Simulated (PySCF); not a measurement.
# C3H5BrOSi: the cost of one run

Computed with PySCF 2.14.0, with density-fitted response routines of our own, on a single molecule in the gas phase. Atoms are numbered from 0 throughout.

## Step 1: The starting structure

11 atoms, charge 0, multiplicity 1; geometry from: PBE0-D3(BJ)/def2-SVP.

Bonds of the start (Å): O0–C1 1.16, C1–C2 1.32, C2–Si3 1.87, C2–C4 1.49, C4–Br5 1.97, Si3–H6 1.49, Si3–H7 1.49, Si3–H8 1.49, C4–H9 1.10, C4–H10 1.10.

## Step 2: Core holes by ΔSCF: SCAN, X2C

The job: settings as JSON, then the geometry in Å.

```
{"job": {"kind": "xps"}, "charge": 0, "multiplicity": 1}
O     -0.755484     2.810362     2.258436
C     -0.568974     1.988541     1.463266
C     -0.403543     1.064058     0.533824
Si    -1.942102     0.153629    -0.030941
C      0.952597     0.686388     0.044020
Br     1.620840    -0.999891     0.822764
H     -3.136086     0.898569     0.463927
H     -1.967347    -1.243567     0.491745
H     -1.938306     0.113016    -1.524878
H      1.717798     1.436136     0.276426
H      0.950334     0.502049    -1.037391
```

Level: delta-SCF UKS SCAN, pcX-2 on the ionised atom, pcseg-1 elsewhere, spin-free X2C.

Run with:

```
> OMP_NUM_THREADS=1 python probes_run.py task.json out
```

The driver reads the jobs from task.json and runs them one after another.

Q: Estimate the wall time and peak memory of this first job on 1 thread of Arm Neoverse V1, shared host.

About 47 s, with a peak of 0.52 GiB.
